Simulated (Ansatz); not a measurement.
Write a Python script for Ansatz 0.2.0 through its Python package that makes a comparison of functionals at one structure of Rb₃Pt, space group Pm-3m. Use (first run): revPBE, PAW, cutoff 510 eV, 4×4×4 k-points, Fermi-Dirac smearing of 0.1 eV. The script varies functional: revpbe, pbe, lda.

```yaml
crystal:
  lattice:
    - [5.49879, 0.00000, 0.00000]
    - [0.00000, 5.49879, 0.00000]
    - [0.00000, 0.00000, 5.49879]
  atoms:
    - { symbol: Rb, position: [0.00000, 0.00000, 0.50000] }
    - { symbol: Rb, position: [0.00000, 0.50000, 0.00000] }
    - { symbol: Rb, position: [0.50000, 0.00000, 0.00000] }
    - { symbol: Pt, position: [0.50000, 0.50000, 0.50000] }
```

`rb3pt_xc.py`:
```python
"""Functional comparison for Rb3Pt (totals differ with the potentials too)."""

import ansatz as az
import pandas as pd

structure = (
    az.Lattice.cubic(5.4988)
    .space_group(221)
    .atom("Rb", [0.0, 0.0, 0.5])
    .atom("Pt", [0.5, 0.5, 0.5])
)

base = (
    structure.calculation()
    .occupations("Fermi-Dirac")
    .kpoints(spacing=0.29)
    .basis(510)
    .band_table()
)

rows = []
for value in ["revpbe", "pbe", "lda"]:
    r = base.functional(value).run(threads=1).report
    rows.append((value, r["free_energy_ev"] / len(r["lattice"]["sites"]), r["n_iterations"], r["gap_by_band_count_ev"], r["n_kpoints"]))

table = pd.DataFrame(rows, columns=["functional", "F/atom (eV)", "iterations", "gap by band count (eV)", "k-points"])
print(table.round(5).to_string(index=False))
```

```console
$ python rb3pt_xc.py
functional  F/atom (eV)  iterations  gap by band count (eV)  k-points
    revpbe  -5587.10798           8                -2.42035        10
       pbe  -5581.04003           7                -2.40574        10
       lda  -5439.01548           7                -2.37464        10
```

Notes:
- No spin polarisation was allowed.
- The mesh is modest for a metal, so energies can be off by several to tens of meV an atom and pressures by half a GPa or more; differences at equal mesh fare better.
- A gap by band count of zero or less means overlapping bands, a metal, and at an odd count of electrons it is no gap at all.
- The structure comes from a database of computed cells and needn't be a stable or known phase.
- Gaps and levels are Kohn-Sham values on a finite set of k-points, without spin-orbit coupling.
- Total energies of different functionals can't be compared; pressures, moments and gaps at this one structure can.
- Cost: about 9 core-seconds.

(Lines on the test bed's own set-up are left out of the output.)
